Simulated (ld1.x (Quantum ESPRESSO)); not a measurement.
# Germanium: generating and testing an RRKJ potential

Do these settings give a usable potential? It is generated, then checked for transferability, scattering, ghosts and hardness.

Program: ld1.x (Quantum ESPRESSO) 7.5. Reference atom: PBEsol, scalar-relativistic, spherical and spin-unpolarised. All values are calculated.

## 1. Starting point

Typed settings, in words:

```json
{
  "element": "germanium (Ge, Z = 32)",
  "type": "norm-conserving RRKJ (Kleinman–Bylander form)",
  "frozen core": "[Ar] 3d10",
  "valence charge": "4",
  "reference configuration": "4s2 4p2",
  "partial waves": "4p (bound): rc 2.35 bohr; 4d channel at 0.1 Ry: rc 1.85 bohr; 4s (bound): rc 1.95 bohr",
  "local potential": "the s channel",
  "core correction": "Bessel-smoothed model core, default radius (core density twice the valence density)"
}
```

The outer shells as boxes (Hund's rule for the drawing; the calculation is spin-unpolarised):

```
[Ar] core
3d [↑↓][↑↓][↑↓][↑↓][↑↓]
4s [↑↓]
4p [↑ ][↑ ][  ]
```

The nodes and maxima of the atom's own shells, from an earlier all-electron run, set the scale for the radii.

All-electron outer shells of the reference configuration (PBEsol, scalar-relativistic, ld1.x):

```
shell  level (eV)  outermost node (bohr)  outermost maximum (bohr)
   3p     -115.43                   0.23                      0.54
   3d      -29.31                      –                      0.50
   4s      -11.74                   0.77                      1.75
   4p       -3.90                   0.82                      2.22
```

## 2. Generating the potential

File Ge.in:

```
 &input
   title='Ge', zed=32., rel=1, dft='PBESOL', iswitch=3,
   config='[Ar] 3d10 4s2 4p2 4d-2',
   nld=3, rlderiv=2.55, eminld=-3.0, emaxld=5.0, deld=0.02
 /
 &inputp
   pseudotype=2, tm=.false., rho0=0.005, lloc=0,
   nlcc=.true., new_core_ps=.true.,
   file_pseudopw='Ge.UPF', file_wfcaegen='ae.wfc', file_wfcncgen='nc.wfc', file_beta='beta', file_chi='chi'
 /
3
4P  2  1   2.00   0.00  2.35  2.35  0.0
4D  3  2  -2.00   0.10  1.85  1.85  0.0
4S  1  0   2.00   0.00  1.95  1.95  0.0
 &test
   configts(1)='4s2 4p2'
 /
```

On the command line:

```console
$ ld1.x < Ge.in > Ge.out
```

Output in Ge.out (without the banner and most projector matrices):

```text
     Program LD1 v.7.5
     --------------------------- All-electron run ----------------------------

     Ge
     scalar relativistic calculation

     atomic number is 32.00
     dft =PBESOL   lsd =0 sic =0 latt =0  beta=0.20 tr2=1.0E-14
     Exchange-correlation= PBESOL
                           (   1   4  10   8   0   0   0)
     mesh =1207 r(mesh) = 100.41023 a.u. xmin = -7.00 dx = 0.01250
     1 Ry =  13.60569312 eV, c = 137.03599908

     n l     nl                  e(Ry)          e(Ha)          e(eV)
     1 0     1S 1( 2.00)      -804.9585      -402.4792    -10952.0180
     2 0     2S 1( 2.00)      -100.7399       -50.3699     -1370.6359
     2 1     2P 1( 6.00)       -88.0571       -44.0285     -1198.0777
     3 0     3S 1( 2.00)       -12.3563        -6.1782      -168.1161
     3 1     3P 1( 6.00)        -8.4836        -4.2418      -115.4256
     3 2     3D 1(10.00)        -2.1544        -1.0772       -29.3123
     4 0     4S 1( 2.00)        -0.8631        -0.4316       -11.7433
     4 1     4P 1( 2.00)        -0.2864        -0.1432        -3.8968

     final scf error:  9.8E-15 reached in  36 iterations

     Etot =   -4194.589934 Ry,   -2097.294967 Ha,  -57070.303424 eV

     Ekin =    4270.140783 Ry,    2135.070392 Ha,   58098.225088 eV
     Encl =  -10112.824798 Ry,   -5056.412399 Ha, -137591.990814 eV
     Eh   =    1803.960466 Ry,     901.980233 Ha,   24544.132508 eV
     Exc  =    -155.866385 Ry,     -77.933193 Ha,   -2120.670205 eV

     normalization and overlap integrals

     s(1S/1S) =  1.000000  <r> =   0.0470  <r2> =    0.0030  r(max) =   0.0309
     s(2S/2S) =  1.000000  <r> =   0.2102  <r2> =    0.0521  r(max) =   0.1754
     s(2P/2P) =  1.000000  <r> =   0.1838  <r2> =    0.0414  r(max) =   0.1418
     s(3S/3S) =  1.000000  <r> =   0.6247  <r2> =    0.4503  r(max) =   0.5402
     s(3P/3P) =  1.000000  <r> =   0.6474  <r2> =    0.4936  r(max) =   0.5402
     s(3D/3D) =  1.000000  <r> =   0.7368  <r2> =    0.6976  r(max) =   0.5012
     s(4S/4S) =  1.000000  <r> =   2.1153  <r2> =    5.1783  r(max) =   1.7494
     s(4P/4P) =  1.000000  <r> =   2.8834  <r2> =    9.9356  r(max) =   2.2184

     ------------------------ End of All-electron run ------------------------

     --------------------- Generating NC pseudopotential ---------------------

      Generating local pot.: lloc=0, matching radius rcloc =   1.9500

      Computing core charge for nlcc:

       r > 1.38 : true rho core
      Core charge pseudized with two Bessel functions
      Integrated core pseudo-charge :   8.87

      Wfc   4P  rcut= 2.361  Estimated cut-off energy=       31.26 Ry
      This function has    0 nodes for 0 < r <    2.361

      Wfc   4D  rcut= 1.839  Estimated cut-off energy=       64.99 Ry
      This function has    0 nodes for 0 < r <    1.839

     ------------------- End of pseudopotential generation -------------------

     [... the all-electron block is printed once more ...]


     Computing logarithmic derivative in   2.56135
     Computing logarithmic derivative in   2.56135
     Computing the partial wave expansion
       no projector for channel:   0
     R is outside the sphere for l=    1 j= 0.00
     R is outside the sphere for l=    2 j= 0.00

     ---------------------- Testing the pseudopotential ----------------------

     Ge
     scalar relativistic calculation

     atomic number is 32.00   valence charge is  4.00
     dft =PBESOL   lsd =0 sic =0 latt =0  beta=0.20 tr2=1.0E-14
     mesh =1207 r(mesh) = 100.41023 xmin = -7.00 dx = 0.01250

     n l     nl             e AE (Ry)        e PS (Ry)    De AE-PS (Ry)
     1 0     4S   1( 2.00)       -0.86312       -0.86312        0.00000
     2 1     4P   1( 2.00)       -0.28641       -0.28641        0.00000

     eps = 5.8E-15  iter = 16

     Etot =   -4194.589934 Ry,   -2097.294967 Ha,  -57070.303424 eV
     Etotps =   -22.422563 Ry,     -11.211282 Ha,    -305.074513 eV

     Ekin =       2.557999 Ry,       1.279000 Ha,      34.803351 eV
     Encl =     -13.570211 Ry,      -6.785106 Ha,    -184.632132 eV
     Ehrt =       5.832777 Ry,       2.916389 Ha,      79.358979 eV
     Ecxc =     -17.277276 Ry,      -8.638638 Ha,    -235.069312 eV
     (Ecc =     -14.728408 Ry,      -7.364204 Ha,    -200.390202 eV)
     Epseu=       0.034147 Ry,       0.017074 Ha,       0.464600 eV

     ---------------------- End of pseudopotential test ----------------------
```

Wall time 1.4 s (1 thread of Neoverse-V1, shared host). This counts the later configuration tests of the new file too.

All-electron and pseudo partial waves u(r) = r·R(r), from the program's wave files:

| r (bohr) | 4p AE | 4p PS | 4s AE | 4s PS |
| --- | --- | --- | --- | --- |
| 0.118 | 0.1473 | 0.0027 | 0.1959 | 0.0294 |
| 0.235 | -0.0188 | 0.0110 | 0.0416 | 0.0604 |
| 0.353 | -0.1942 | 0.0258 | -0.2529 | 0.0952 |
| 0.470 | -0.2483 | 0.0480 | -0.3481 | 0.1351 |
| 0.588 | -0.2056 | 0.0788 | -0.2687 | 0.1830 |
| 0.705 | -0.1119 | 0.1182 | -0.1026 | 0.2396 |
| 0.822 | 0.0008 | 0.1660 | 0.0870 | 0.3063 |
| 0.940 | 0.1150 | 0.2215 | 0.2672 | 0.3829 |
| 1.058 | 0.2204 | 0.2820 | 0.4205 | 0.4659 |
| 1.175 | 0.3122 | 0.3440 | 0.5411 | 0.5487 |
| 1.292 | 0.3900 | 0.4047 | 0.6312 | 0.6248 |
| 1.410 | 0.4548 | 0.4613 | 0.6944 | 0.6871 |
| 1.528 | 0.5069 | 0.5106 | 0.7340 | 0.7301 |
| 1.645 | 0.5472 | 0.5505 | 0.7539 | 0.7528 |
| 1.763 | 0.5776 | 0.5810 | 0.7582 | 0.7581 |
| 1.880 | 0.5989 | 0.6019 | 0.7502 | 0.7502 |
| 1.998 | 0.6128 | 0.6148 | 0.7326 | 0.7326 |
| 2.115 | 0.6200 | 0.6208 | 0.7081 | 0.7081 |
| 2.232 | 0.6216 | 0.6218 | 0.6785 | 0.6785 |
| 2.350 | 0.6186 | 0.6186 | 0.6451 | 0.6451 |
| 2.468 | 0.6117 | 0.6117 | 0.6097 | 0.6097 |
| 2.585 | 0.6018 | 0.6018 | 0.5734 | 0.5734 |
| 2.702 | 0.5893 | 0.5893 | 0.5369 | 0.5369 |
| 2.820 | 0.5746 | 0.5746 | 0.5004 | 0.5004 |
| 2.938 | 0.5583 | 0.5583 | 0.4649 | 0.4649 |
| 3.055 | 0.5409 | 0.5409 | 0.4308 | 0.4308 |

## 3. Testing the new file in other configurations

File Ge.test.in:

```
 &input
   title='Ge', zed=32., rel=1, dft='PBESOL', iswitch=2,
   config='[Ar] 3d10 4s2 4p2 4d-2'
 /
 &test
   file_pseudo='Ge.UPF', nconf=8,
   configts(1)='4s2 4p2',
   configts(2)='4s2 4p1',
   configts(3)='4s2 4p0',
   configts(4)='4s1 4p0',
   configts(5)='4s2 4p2.3',
   configts(6)='4s2 4p1.5',
   configts(7)='4s1 4p3',
   configts(8)='4s0 4p4'
 /
```

On the command line:

```console
$ ld1.x < Ge.test.in > Ge.test.out
```

Ge.test.out, the pseudopotential blocks:

```text
     ---------------------- Testing the pseudopotential ----------------------

     Ge
     scalar relativistic calculation

     atomic number is 32.00   valence charge is  4.00
     dft =PBESOL   lsd =0 sic =0 latt =0  beta=0.20 tr2=1.0E-14
     mesh =1207 r(mesh) = 100.41023 xmin = -7.00 dx = 0.01250

     n l     nl             e AE (Ry)        e PS (Ry)    De AE-PS (Ry)
     1 0     4S   1( 2.00)       -0.86312       -0.86312        0.00000
     2 1     4P   1( 2.00)       -0.28641       -0.28641        0.00000

     eps = 6.6E-16  iter = 11

     Etot =   -4194.589934 Ry,   -2097.294967 Ha,  -57070.303424 eV
     Etotps =   -22.422562 Ry,     -11.211281 Ha,    -305.074501 eV

     Ekin =       2.558000 Ry,       1.279000 Ha,      34.803362 eV
     Encl =     -13.570211 Ry,      -6.785106 Ha,    -184.632130 eV
     Ehrt =       5.832777 Ry,       2.916389 Ha,      79.358978 eV
     Ecxc =     -17.277276 Ry,      -8.638638 Ha,    -235.069311 eV
     (Ecc =     -14.728408 Ry,      -7.364204 Ha,    -200.390202 eV)
     Epseu=       0.034147 Ry,       0.017074 Ha,       0.464600 eV

     ---------------------- End of pseudopotential test ----------------------

     ---------------------- Testing the pseudopotential ----------------------

     Ge
     scalar relativistic calculation

     atomic number is 32.00   valence charge is  4.00
     dft =PBESOL   lsd =0 sic =0 latt =0  beta=0.20 tr2=1.0E-14
     mesh =1207 r(mesh) = 100.41023 xmin = -7.00 dx = 0.01250

     n l     nl             e AE (Ry)        e PS (Ry)    De AE-PS (Ry)
     1 0     4S   1( 2.00)       -1.46208       -1.46364        0.00155
     2 1     4P   1( 1.00)       -0.82733       -0.82817        0.00084

     eps = 7.0E-15  iter =  6

     Etot =   -4194.042153 Ry,   -2097.021076 Ha,  -57062.850477 eV
     Etotps =   -21.874412 Ry,     -10.937206 Ha,    -297.616543 eV
     dEtot_ae =       0.547781 Ry
     dEtot_ps =       0.548150 Ry,   Delta E=      -0.000368 Ry

     Ekin =       2.119926 Ry,       1.059963 Ha,      28.843062 eV
     Encl =     -10.881014 Ry,      -5.440507 Ha,    -148.043733 eV
     Ehrt =       3.697658 Ry,       1.848829 Ha,      50.309206 eV
     Ecxc =     -16.831675 Ry,      -8.415838 Ha,    -229.006608 eV
     (Ecc =     -14.728408 Ry,      -7.364204 Ha,    -200.390202 eV)
     Epseu=       0.020692 Ry,       0.010346 Ha,       0.281531 eV

     ---------------------- End of pseudopotential test ----------------------

     ---------------------- Testing the pseudopotential ----------------------

     Ge
     scalar relativistic calculation

     atomic number is 32.00   valence charge is  4.00
     dft =PBESOL   lsd =0 sic =0 latt =0  beta=0.20 tr2=1.0E-14
     mesh =1207 r(mesh) = 100.41023 xmin = -7.00 dx = 0.01250

     n l     nl             e AE (Ry)        e PS (Ry)    De AE-PS (Ry)
     1 0     4S   1( 2.00)       -2.15220       -2.15873        0.00654  !
     2 1     4P   1( 0.00)       -1.45534       -1.45934        0.00400

     eps = 1.7E-15  iter =  7

     Etot =   -4192.906700 Ry,   -2096.453350 Ha,  -57047.401848 eV
     Etotps =   -20.736657 Ry,     -10.368328 Ha,    -282.136585 eV
     dEtot_ae =       1.683235 Ry
     dEtot_ps =       1.685906 Ry,   Delta E=      -0.002671 Ry

     Ekin =       1.361133 Ry,       0.680566 Ha,      18.519154 eV
     Encl =      -7.658937 Ry,      -3.829468 Ha,    -104.205146 eV
     Ehrt =       1.859488 Ry,       0.929744 Ha,      25.299621 eV
     Ecxc =     -16.298340 Ry,      -8.149170 Ha,    -221.750214 eV
     (Ecc =     -14.728408 Ry,      -7.364204 Ha,    -200.390202 eV)

     ---------------------- End of pseudopotential test ----------------------

     ---------------------- Testing the pseudopotential ----------------------

     Ge
     scalar relativistic calculation

     atomic number is 32.00   valence charge is  4.00
     dft =PBESOL   lsd =0 sic =0 latt =0  beta=0.20 tr2=1.0E-14
     mesh =1207 r(mesh) = 100.41023 xmin = -7.00 dx = 0.01250

     n l     nl             e AE (Ry)        e PS (Ry)    De AE-PS (Ry)
     1 0     4S   1( 1.00)       -2.96839       -2.99541        0.02702  !
     2 1     4P   1( 0.00)       -2.20180       -2.21843        0.01664  !

     eps = 1.9E-17  iter =  7

     Etot =   -4190.349829 Ry,   -2095.174914 Ha,  -57012.613850 eV
     Etotps =   -18.164000 Ry,      -9.082000 Ha,    -247.133809 eV
     dEtot_ae =       4.240105 Ry
     dEtot_ps =       4.258562 Ry,   Delta E=      -0.018457 Ry

     Ekin =       0.760536 Ry,       0.380268 Ha,      10.347624 eV
     Encl =      -3.884041 Ry,      -1.942021 Ha,     -52.845072 eV
     Ehrt =       0.489936 Ry,       0.244968 Ha,       6.665920 eV
     Ecxc =     -15.530431 Ry,      -7.765216 Ha,    -211.302280 eV
     (Ecc =     -14.728408 Ry,      -7.364204 Ha,    -200.390202 eV)

     ---------------------- End of pseudopotential test ----------------------

     ---------------------- Testing the pseudopotential ----------------------

     Ge
     scalar relativistic calculation

     atomic number is 32.00   valence charge is  4.00
     dft =PBESOL   lsd =0 sic =0 latt =0  beta=0.20 tr2=1.0E-14
     mesh =1207 r(mesh) = 100.41023 xmin = -7.00 dx = 0.01250

     n l     nl             e AE (Ry)        e PS (Ry)    De AE-PS (Ry)
     1 0     4S   1( 2.00)       -0.70991       -0.70983       -0.00008
     2 1     4P   1( 2.30)       -0.14877       -0.14874       -0.00003

     eps = 6.9E-15  iter = 15

     Etot =   -4194.654849 Ry,   -2097.327425 Ha,  -57071.186637 eV
     Etotps =   -22.487476 Ry,     -11.243738 Ha,    -305.957699 eV
     dEtot_ae =      -0.064915 Ry
     dEtot_ps =      -0.064914 Ry,   Delta E=      -0.000001 Ry

     Ekin =       2.625522 Ry,       1.312761 Ha,      35.722041 eV
     Encl =     -14.233881 Ry,      -7.116940 Ha,    -193.661816 eV
     Ehrt =       6.468259 Ry,       3.234130 Ha,      88.005151 eV
     Ecxc =     -17.383789 Ry,      -8.691895 Ha,    -236.518501 eV
     (Ecc =     -14.728408 Ry,      -7.364204 Ha,    -200.390202 eV)
     Epseu=       0.036413 Ry,       0.018207 Ha,       0.495426 eV

     ---------------------- End of pseudopotential test ----------------------

     ---------------------- Testing the pseudopotential ----------------------

     Ge
     scalar relativistic calculation

     atomic number is 32.00   valence charge is  4.00
     dft =PBESOL   lsd =0 sic =0 latt =0  beta=0.20 tr2=1.0E-14
     mesh =1207 r(mesh) = 100.41023 xmin = -7.00 dx = 0.01250

     n l     nl             e AE (Ry)        e PS (Ry)    De AE-PS (Ry)
     1 0     4S   1( 2.00)       -1.14830       -1.14878        0.00048
     2 1     4P   1( 1.50)       -0.54336       -0.54360        0.00024

     eps = 8.1E-15  iter =  6

     Etot =   -4194.383792 Ry,   -2097.191896 Ha,  -57067.498716 eV
     Etotps =   -22.216344 Ry,     -11.108172 Ha,    -302.268758 eV
     dEtot_ae =       0.206142 Ry
     dEtot_ps =       0.206218 Ry,   Delta E=      -0.000076 Ry

     Ekin =       2.379454 Ry,       1.189727 Ha,      32.374122 eV
     Encl =     -12.305293 Ry,      -6.152647 Ha,    -167.422043 eV
     Ehrt =       4.750023 Ry,       2.375012 Ha,      64.627360 eV
     Ecxc =     -17.069014 Ry,      -8.534507 Ha,    -232.235770 eV
     (Ecc =     -14.728408 Ry,      -7.364204 Ha,    -200.390202 eV)
     Epseu=       0.028486 Ry,       0.014243 Ha,       0.387572 eV

     ---------------------- End of pseudopotential test ----------------------

     ---------------------- Testing the pseudopotential ----------------------

     Ge
     scalar relativistic calculation

     atomic number is 32.00   valence charge is  4.00
     dft =PBESOL   lsd =0 sic =0 latt =0  beta=0.20 tr2=1.0E-14
     mesh =1207 r(mesh) = 100.41023 xmin = -7.00 dx = 0.01250

     n l     nl             e AE (Ry)        e PS (Ry)    De AE-PS (Ry)
     1 0     4S   1( 1.00)       -0.93340       -0.93653        0.00313
     2 1     4P   1( 3.00)       -0.33722       -0.33767        0.00045

     eps = 8.8E-15  iter = 12

     Etot =   -4194.003346 Ry,   -2097.001673 Ha,  -57062.322480 eV
     Etotps =   -21.834619 Ry,     -10.917309 Ha,    -297.075121 eV
     dEtot_ae =       0.586589 Ry
     dEtot_ps =       0.587944 Ry,   Delta E=      -0.001355 Ry

     Ekin =       2.896732 Ry,       1.448366 Ha,      39.412050 eV
     Encl =     -13.255672 Ry,      -6.627836 Ha,    -180.352611 eV
     Ehrt =       5.591360 Ry,       2.795680 Ha,      76.074324 eV
     Ecxc =     -17.120821 Ry,      -8.560410 Ha,    -232.940636 eV
     (Ecc =     -14.728408 Ry,      -7.364204 Ha,    -200.390202 eV)
     Epseu=       0.053783 Ry,       0.026891 Ha,       0.731752 eV

     ---------------------- End of pseudopotential test ----------------------

     ---------------------- Testing the pseudopotential ----------------------

     Ge
     scalar relativistic calculation

     atomic number is 32.00   valence charge is  4.00
     dft =PBESOL   lsd =0 sic =0 latt =0  beta=0.20 tr2=1.0E-14
     mesh =1207 r(mesh) = 100.41023 xmin = -7.00 dx = 0.01250

     n l     nl             e AE (Ry)        e PS (Ry)    De AE-PS (Ry)
     1 0     4S   1( 0.00)       -0.99638       -1.00343        0.00705  !
     2 1     4P   1( 4.00)       -0.38282       -0.38406        0.00124

     eps = 6.6E-16  iter = 13

     Etot =   -4193.398370 Ry,   -2096.699185 Ha,  -57054.091362 eV
     Etotps =   -21.225395 Ry,     -10.612698 Ha,    -288.786215 eV
     dEtot_ae =       1.191565 Ry
     dEtot_ps =       1.197167 Ry,   Delta E=      -0.005602 Ry

     Ekin =       3.278934 Ry,       1.639467 Ha,      44.612169 eV
     Encl =     -13.002546 Ry,      -6.501273 Ha,    -176.908654 eV
     Ehrt =       5.398924 Ry,       2.699462 Ha,      73.456098 eV
     Ecxc =     -16.975053 Ry,      -8.487526 Ha,    -230.957358 eV
     (Ecc =     -14.728408 Ry,      -7.364204 Ha,    -200.390202 eV)
     Epseu=       0.074346 Ry,       0.037173 Ha,       1.011530 eV

     ---------------------- End of pseudopotential test ----------------------
```

Excitation and ionisation energies from 4s2 4p2, with the error of the potential.

```csv
valence configuration,charge,ΔE all-electron (eV),error AE − PS (meV)
4s2 4p1,+1,7.453,-5.0
4s2 4p0,+2,22.902,-36
4s1 4p0,+3,57.690,-251
4s2 4p2.3,-0.3,-0.883,0.0
4s2 4p1.5,+0.5,2.805,-1.0
4s1 4p3,0,7.981,-18
4s0 4p4,0,16.212,-76
```

## 4. Scattering by logarithmic derivatives

Taken from the files of the generation run. The phase is arctan(r·u′/u) with u = r·R, unwrapped, with energies in Ry. A pole is an energy at which the radial function vanishes at the test radius. The pseudo phase is shifted by a multiple of π to meet the all-electron one at the reference energy. Levels narrower than the energy grid can be missing from the poles. The last column is the largest difference on the grid between −1 and +1 Ry.

| channel | radius (bohr) | reference (Ry) | poles AE | poles PS | window around the reference with phases within 0.05 rad (Ry) | largest difference near zero (rad) |
| --- | --- | --- | --- | --- | --- | --- |
| s | 2.56 | -0.86 | 0.12 | 0.11 | below 2.1 | 0.007 |
| p | 2.56 | -0.29 | 1.27 | 1.28 | below 3.9 | 0.001 |
| d | 2.56 | 0.10 | -2.13, 3.31 | 3.19 | above -2.0 | 0.024 |

Phases (rad) along the scan:

| E (Ry) | d AE | d PS | s AE | s PS |
| --- | --- | --- | --- | --- |
| -3.00 | 1.344 | -1.785 | 1.277 | 1.276 |
| -2.52 | 1.311 | -1.802 | 1.220 | 1.220 |
| -2.04 | -1.754 | -1.824 | 1.115 | 1.113 |
| -1.56 | -1.839 | -1.853 | 0.833 | 0.831 |
| -1.08 | -1.887 | -1.893 | -0.334 | -0.335 |
| -0.60 | -1.952 | -1.954 | -1.275 | -1.275 |
| -0.12 | -2.060 | -2.060 | -1.510 | -1.512 |
| 0.36 | -2.282 | -2.283 | -1.616 | -1.619 |
| 0.84 | -2.871 | -2.894 | -1.688 | -1.695 |
| 1.32 | -3.869 | -3.917 | -1.754 | -1.767 |
| 1.80 | -4.345 | -4.376 | -1.831 | -1.859 |
| 2.28 | -4.535 | -4.558 | -1.945 | -2.013 |
| 2.76 | -4.636 | -4.654 | -2.159 | -2.380 |
| 3.24 | -4.704 | -4.719 | -2.696 | -3.388 |
| 3.72 | -4.757 | -4.770 | -3.678 | -4.162 |
| 4.20 | -4.806 | -4.816 | -4.203 | -4.424 |
| 4.68 | -4.861 | -4.865 | -4.410 | -4.542 |

## 5. Plane-wave convergence, by spherical Bessel functions

This step uses the generator's waves and projectors in a separate script. Basis: spherical Bessel functions vanishing at 20 bohr, q² up to the cutoff; potential fixed at the reference.

All-electron valence levels (Ry): 4p -0.2864, 4s -0.8631. The lowest levels of each channel (Ry) by cutoff; the last column sums, over occupied levels, occupation times the distance from the level at 400 Ry. A positive value at high cutoff is not a bound level.

| cutoff (Ry) | p #1 | d #1 | s #1 | f #1 | Σ f·Δε (mRy) |
| --- | --- | --- | --- | --- | --- |
| 8 | -0.2743 | 0.0556 | -0.8244 | 0.1088 | 101.6 |
| 10 | -0.2764 | 0.0556 | -0.8446 | 0.1088 | 57.1 |
| 12 | -0.2795 | 0.0556 | -0.8545 | 0.1088 | 31.1 |
| 18 | -0.2853 | 0.0554 | -0.8581 | 0.1088 | 12.5 |
| 21 | -0.2861 | 0.0549 | -0.8585 | 0.1088 | 10.0 |
| 25 | -0.2864 | 0.0513 | -0.8595 | 0.1088 | 7.3 |
| 30 | -0.2864 | -2.1560 | -0.8614 | 0.1088 | 3.5 |
| 40 | -0.2864 | -6.2324 | -0.8629 | 0.1088 | 0.5 |
| 45 | -0.2864 | -6.5417 | -0.8629 | 0.1088 | 0.4 |
| 50 | -0.2864 | -6.6365 | -0.8629 | 0.1088 | 0.4 |
| 400 | -0.2864 | -6.6714 | -0.8631 | 0.1088 | 0.0 |

The sum stays within 10 mRy from 25 Ry and within 1 mRy from 40 Ry. The sum leaves out empty levels, which can need more. Ghost test: ghost state, bound below the all-electron valence or empty levels of the same l: d at -90.8 eV.

## 6. Results

```
                                                quantity                  value
               cutoffs for 10 and 1 mRy, occupied levels        25 Ry and 40 Ry
                                            bound ghosts         d at -90.77 eV
                            largest test error (AE − PS)  -251 meV, for 4s1 4p0
largest phase difference near zero energy, channels read              0.024 rad
```

What this shows: A bound ghost (d) makes it unfit for use: electrons can fall into a state that the atom doesn't have. By total energies transferability is poor: the largest error is 251 meV on 57.7 eV, for 4s1 4p0. That test lies far up in energy; among those under 40 eV, nearer to bonding, the largest error is 76 meV. It counts as soft on the atom at that tolerance, with 25 Ry needed at the looser tolerance. The slowest occupied level is 4s: taken alone it needs 35 Ry to come within 1 mRy, against 21 Ry for 4p. Near zero energy the phases of the channels with partial waves agree within 0.024 rad. These are tests on the free atom; a crystal test is still owed.
